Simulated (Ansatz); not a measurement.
Working through a ladder of methods at one geometry of CH₇SSbSi, SMILES C[SiH2][SbH][SH]

With Ansatz 0.2.0, Python API.

The cells in order, each with its output:

In [1]:
```python
from pathlib import Path

import ansatz as az
import numpy as np
```

In [2]:
```python
GEOMETRY = """
C    -1.00570    1.30100   -0.37470
Si   -0.22290    0.20630    0.83420
Sb    2.07180   -0.31830    0.00490
S     1.29990   -1.66190   -1.83320
H    -2.07640    1.57440   -0.04930
H    -0.46850    2.29930   -0.47930
H    -1.08340    0.84880   -1.37160
H    -0.95430   -1.01870    0.94350
H    -0.13930    0.88320    2.19020
H     2.22120   -1.72100    1.10020
H     0.42300   -2.45010   -0.94430
"""
```

In [3]:
```python
system = az.Crystal.molecule()
for line in GEOMETRY.strip().splitlines():
    symbol, *xyz = line.split()
    system = system.atom(symbol, [float(v) for v in xyz])

calc = system.calculation().basis(gaussian="def2-SVP")

print("functional    E (Ha)        dipole (D)   HOMO (eV)  LUMO (eV)")
for name in ["cam_b3lyp", "r2scan0", "pbe", "lda"]:
    data = calc.functional(name).forces().orbitals().run(threads=1, runs_dir="runs").report
    lines = Path(data["orbitals_path"]).read_text().splitlines()
    field_of = lambda key: [line.split("=")[1].strip() for line in lines if line.startswith(key)]
    orbitals = [(27.211386 * float(e), s, float(n)) for e, s, n in zip(field_of("Ene="), field_of("Spin="), field_of("Occup="))]
    homo = max(e for e, _, n in orbitals if n > 0.5)
    lumo = min(e for e, _, n in orbitals if n < 0.5)
    dipole = 4.803205 * np.linalg.norm(data["charge_distribution"]["dipole_moment_e_ang"])
    print(f"{name:10s} {data['free_energy_ev'] / 27.211386246:14.6f} {dipole:9.3f} {homo:11.3f} {lumo:10.3f}")
```
```text
functional    E (Ha)        dipole (D)   HOMO (eV)  LUMO (eV)
cam_b3lyp     -969.978769     1.739      -7.907      0.112
r2scan0       -969.986044     1.817      -6.915     -0.908
pbe           -969.618495     1.570      -5.606     -1.718
lda           -966.691132     1.615      -5.677     -1.892
```

Caveats:
- Total energies depend on the basis set; only differences at equal settings carry meaning.
- The geometry is a force-field or estimated start, not a minimum of this method, and the basis set is short of its limit. A lower total doesn't mark the better method: functionals have no common bound, and MP2 and coupled cluster aren't variational.
- def2 sets replace the cores of elements past krypton by effective core potentials.
- Levels such as HOMO and LUMO are orbital energies: with these approximate functionals they aren't the ionisation energy and electron affinity, and their gap isn't the fundamental gap.
- Hardware and time: 27 s on 1 thread of Arm Neoverse V1, on a shared host, peak memory 0.37 GiB.

(Lines on the test bed's own set-up are left out of the output.)
